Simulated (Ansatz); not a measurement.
# MoH+ (singlet): from Hartree-Fock to the top rungs at distance Mo1–H2 = 4.512 Å, def2-SVP

Aim: climb from Hartree-Fock through coupled cluster and multireference methods for MoH+ (singlet) at one geometry and basis, and see what each rung misses.

Method: def2-SVP, core rule «outside noble gas», up to 4 orbitals frozen; program: Ansatz 0.2.0, Gaussian basis.

Plan: UHF; CCSD(T) on RHF; CCSD(T) on UHF; CISD; CCSDT(Q) on UHF; CASSCF and MRCISD+Q, 2 electrons in 2 orbitals; CASSCF and NEVPT2, 2 electrons in 2 orbitals; Full CI.

62 further runs of the same task are left out: 41 for a known fault of the program, 19 that didn't finish, 2 set aside as unsound or not needed.

### Step 1. What is computed

The geometry derives from a PBE0/def2-TZVP stationary point (not a proven minimum). One bond is set to the value named and the two fragments are kept rigid. No spin-orbit coupling is included. Elements past krypton take def2 core potentials.

2 atoms, charge 1, spin multiplicity 1.

Atoms are counted from 1 here; the program's logs count them from 0.

No contacts short enough for the rule that draws bonds.

### Step 2. UHF

The input, in.yaml:

```yaml
crystal:
  periodic: [false, false, false]
  atoms:
    - {symbol: Mo, position_ang: [0.000000, 0.000000, 0.000000]}
    - {symbol: H, position_ang: [0.000000, 0.000000, 4.512000]}
basis:
  gaussian: {orbitals: def2-SVP}
total_charge: 1
magnetization: {spin_polarized: true, initial_magnetization: 0}
hamiltonian: {xc: hf}
output: {orbitals: {seedname: orbitals}}
```

Run with:

```sh
$ ansatz run in.yaml --threads 1 --pin off --events-out ev --progress --plain --max-ram 2393MiB
```

After this run come: CCSD(T) on RHF; CCSD(T) on UHF; CISD; CCSDT(Q) on UHF; CASSCF and MRCISD+Q, 2 electrons in 2 orbitals; CASSCF and NEVPT2, 2 electrons in 2 orbitals; Full CI.

Q: Predict the results of all the runs planned. Wanted: FCI below the RHF energy; RMP2 from FCI; RCCSD from FCI; RCCSD(T) from FCI; T1 diagnostic; effectively unpaired electrons.

As calculated:

```
                         quantity        value
         FCI below the RHF energy   -6.6614 eV
                    RMP2 from FCI  +3194.9 meV
                   RCCSD from FCI   +653.2 meV
                RCCSD(T) from FCI  -1732.4 meV
levels within 1 kcal/mol (43 meV)         none
                    T1 diagnostic        0.337
   effectively unpaired electrons         4.62
```

RCCSD(T) lands -1732.4 meV from the yardstick (26.0 % of the correlation energy). RCCSD(T) falls below full CI, which methods that aren't variational can do. The occupations show strong static correlation (4.6 unpaired electrons where one determinant has 0). Coupled cluster took another determinant than the lowest Hartree-Fock one. These misses are within one basis, not against nature.
